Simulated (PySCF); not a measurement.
**C2H3F3O2Si: electronic excitations**

Aim: predict the electronic excitations of C2H3F3O2Si (`O=C([SiH2]O)C(F)(F)F`).

The runs use PySCF 2.14.0, with density-fitted response routines of our own; the level of theory stands in each step. All values are computed, except where a source is named. Atoms count from 0, in the outputs and in this text.

## (1) Starting geometry

11 atoms, charge 0, multiplicity 1; geometry from: GFN2-xTB.

Bonds of the start (Å): O0–C1 1.20, C1–Si2 1.93, Si2–O3 1.61, C1–C4 1.54, C4–F5 1.34, C4–F6 1.34, C4–F7 1.33, Si2–H8 1.46, Si2–H9 1.46, O3–H10 0.96.

## (2) TDDFT and polarisability: PBE0/def2-SVPD

Job settings and geometry (Å):

```
{"job": {"kind": "uv", "xc": "PBE0", "basis": "def2-SVPD", "nstates": 8, "ntriplets": 3}, "charge": 0, "multiplicity": 1}
O     -0.384873     0.213129     1.772720
C      0.044330    -0.045173     0.679002
Si    -0.781234     0.546263    -0.957388
O     -2.068922     1.396535    -0.497227
C      1.321216    -0.894109     0.529871
F      1.059929    -1.999383    -0.190005
F      2.256945    -0.207984    -0.149514
F      1.869681    -1.286322     1.677843
H     -1.186347    -0.650183    -1.680947
H      0.184227     1.403085    -1.629895
H     -2.309526     1.526813     0.419577
```

With the program's defaults for keys left out, this is: TDDFT PBE0/def2-SVPD, vertical, gas phase, core orbitals frozen in the response.

Predict these results of the whole session: lowest singlet (PBE0/def2-SVPD); brightest single state of those computed; lowest triplet.

As calculated:

| quantity | value |
| --- | --- |
| lowest singlet (PBE0/def2-SVPD) | 3.41 eV (363 nm), f = 0.001 |
| brightest single state of those computed | state 2, 5.82 eV, f = 0.023 |
| lowest triplet | 2.67 eV |

The first singlet state (HOMO→LUMO 0.98) lies at 3.41 eV and is dark; of the 8 states computed, the strongest absorption comes from state 2 at 5.82 eV. The lowest triplet lies 0.75 eV below the lowest singlet (triplets in Tamm-Dancoff, singlets in full TDDFT).
